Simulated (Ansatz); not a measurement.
# BCl2FH2O: the cost of one run

All numbers below are computed with Ansatz 0.2.0 (RKS PBE0-D4/def2-SVP).

### 1 The system as given

Bond lengths: B1–O2 1.760 Å, O2–H3 1.010 Å, B1–Cl4 1.860 Å, B1–F5 1.320 Å, B1–Cl6 2.160 Å, O2–H7 1.123 Å, Cl6–H7 1.362 Å. Angles: B1–O2–H3 109.5°, B1–O2–H7 85.7°, H3–O2–H7 119.8°, O2–B1–Cl4 120.0°, O2–B1–F5 120.0°, O2–B1–Cl6 71.6°, Cl4–B1–F5 120.0°, Cl4–B1–Cl6 88.5°, F5–B1–Cl6 110.0°, B1–Cl6–H7 65.3°, O2–H7–Cl6 137.3°.

Coordinates:

```xyz
7

B     0.0000    0.0000    0.0000
O     0.0000    0.0000    1.7600
H    -0.9095   -0.2814    2.0971
Cl    1.6108    0.0000   -0.9300
F    -1.1431    0.0000   -0.6600
Cl    0.4607    1.9974    0.6811
H     0.2517    1.0912    1.6763
```

### 2 Pulling towards end A

Springs on the bonds that form and break draw the guess towards this end; the thresholds are loose.

The input, input.yaml:

```yaml
crystal:
  periodic: [false, false, false]
  atoms:
    - { symbol: B, position_ang: [0.0, 0.0, 0.0] }
    - { symbol: O, position_ang: [0.0, 0.0, 1.76] }
    - { symbol: H, position_ang: [-0.9095, -0.2814, 2.0971] }
    - { symbol: Cl, position_ang: [1.6108, 0.0, -0.93] }
    - { symbol: F, position_ang: [-1.1431, 0.0, -0.66] }
    - { symbol: Cl, position_ang: [0.4607, 1.9974, 0.6811] }
    - { symbol: H, position_ang: [0.2517, 1.0912, 1.6763] }
basis:
  gaussian: { orbitals: def2-SVP }
hamiltonian:
  xc: pbe0
  dispersion: d4
relax:
  f_tol: 0.15
  max_steps: 25
  restrain:
    - { distance: [0, 5], at: 3.06, k: 30.0 }
    - { distance: [6, 1], at: 2.21, k: 30.0 }
    - { distance: [0, 1], at: 1.41, k: 30.0 }
    - { distance: [6, 5], at: 1.37, k: 30.0 }
```

Command:

```console
> ansatz run input.yaml --threads 2 --pin off --max-ram 3072MiB --backend cpu --events-out ev --progress --plain --runs-dir out
```

Q: Estimate wall time and peak memory on 2 threads of Intel Xeon Platinum 8259CL at 2.50GHz (Skylake/Cascade Lake), shared host.

About 25 s, with a peak of 0.2 GiB.
